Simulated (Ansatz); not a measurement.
# MoS2 (Molybdenite 2H): the cost of one run

Program: Ansatz 0.2.0. Level of theory: DFT, PBE, plane-wave PAW, default files, scalar-relativistic. These are calculated values, not measurements.

## (1) The starting structure

It takes space group P6_3/mmc (No. 194, hexagonal). Conventional cell: a = 3.140 Å, b = 3.140 Å, c = 12.530 Å, α = 90.00°, β = 90.00°, γ = 120.00°. Mo (site symmetry -6m2) has 6 S at 2.40 Å as nearest neighbours. S (site symmetry 3m) is surrounded by 3 Mo at 2.40 Å.

Structure file:

```cif
data_structure
_symmetry_space_group_name_H-M 'P 1'
_symmetry_Int_Tables_number 1
_cell_length_a 3.1400
_cell_length_b 3.1400
_cell_length_c 12.5300
_cell_angle_alpha 90.000
_cell_angle_beta 90.000
_cell_angle_gamma 120.000
_cell_volume 106.99
loop_
_atom_site_label
_atom_site_type_symbol
_atom_site_fract_x
_atom_site_fract_y
_atom_site_fract_z
_atom_site_occupancy
Mo1 Mo 0.33333 0.66667 0.25000 1
Mo2 Mo 0.66667 0.33333 0.75000 1
S1 S 0.33333 0.66667 0.62500 1
S2 S 0.66667 0.33333 0.12500 1
S3 S 0.33333 0.66667 0.87500 1
S4 S 0.66667 0.33333 0.37500 1
```

The earlier run gave: gap on the mesh 1.00 eV, largest force 0.132 eV/Å, pressure 4.4 GPa.

Site by site (atoms counted from 1):

```tsv
site	atoms	first shell	V_zz (10²¹ V/m²)	η	C_Q (MHz)
Mo	1, 2	6 S at 2.40 Å	-7.33	0.00	3.90 (⁹⁵Mo)
S	3, 4, 5, 6	3 Mo at 2.40 Å	-5.30	0.00	8.89 (³³S)
```

Conventions: |V_zz| ≥ |V_yy| ≥ |V_xx|, η = (V_xx − V_yy)/V_zz, C_Q = eQV_zz/h. Quadrupole moments are those of Pyykkö's year-2017 table.

## (2) Z stretched by -2 %, ions relaxed

Contents of input.yaml:

```yaml
crystal:
  lattice:
    - [3.14, 0.0, 0.0]
    - [-1.57, 2.7193197679, 0.0]
    - [0.0, 0.0, 12.2794]
  atoms:
    - { symbol: Mo, position: [0.3333333333, 0.6666666667, 0.25], spin: 2.0 }
    - { symbol: Mo, position: [0.6666666667, 0.3333333333, 0.75], spin: 2.0 }
    - { symbol: S, position: [0.3333333333, 0.6666666667, 0.6244606484] }
    - { symbol: S, position: [0.6666666667, 0.3333333333, 0.1244606484] }
    - { symbol: S, position: [0.3333333333, 0.6666666667, 0.8755393516] }
    - { symbol: S, position: [0.6666666667, 0.3333333333, 0.3755393516] }
magnetization:
  spin_polarized: true
kpoints:
  mp_grid: { grid: [16, 16, 4] }
scf:
  occupations: { method: fermi_dirac, width: 0.02 }
hamiltonian:
  xc: pbe
  pseudopotentials: { kind: paw }
output:
  forces: true
  stress: true
  populations: true
  efg:
    quadrupole_moments_barn: { Mo: -0.022, S: -0.0694 }
    contact_densities: true
  write_density: true
  write_potential: true
  elf: true
  volumetric_format: npy
relax:
  f_tol: 0.02
  max_steps: 60
```

The run is started by

```console
$ ansatz run input.yaml --threads 1 --pin off --max-ram 3072MiB --backend cpu --events-out ev --progress --plain --runs-dir out
```

What time and memory should one allow on 1 thread of AMD EPYC 9R45 (Zen 5), shared host?

About 36 s, with a peak of 0.89 GiB.
